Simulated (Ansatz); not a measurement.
The system is CaB2.

```
Ca B
1.0
     3.22643    0.00000    0.00000
    -1.61322    2.79417    0.00000
     0.00000    0.00000    4.06739
Ca B
1 2
Direct
  0.00000 0.00000 0.00000
  0.66667 0.33333 0.50000
  0.33333 0.66667 0.50000
```

The cell comes from a database or a generator and needn't be the stable form of this composition.

Base run:

- Program: Ansatz 0.2.0
- Functional: r2SCAN
- Potentials or basis: Ansatz PAW
- Cutoff: 500 eV
- Density cutoff: 2000 eV
- k mesh: 9 × 9 × 7
- Occupations: fermi-dirac, width 0.05 eV
- Spin: no spin polarisation

Its results: band gap on the k mesh none (metal or under the smearing width); pressure -0.4 GPa.

Q: The run is repeated on the same cell with these changes: functional from r2SCAN to RPBE; cutoff from 500 eV to 420 eV; density cutoff from 2000 eV to 1680 eV. What comes out?

A: Band gap on the k mesh none (metal or under the smearing width); pressure 2.7 GPa.

Caveats: the PAW data sets come from PBE, with cores solved anew for the run's functional, which leaves a small shift of forces and pressure; the potentials were made for another functional, which shifts forces and pressure (some runs).

Not every run made on this cell is shown here.
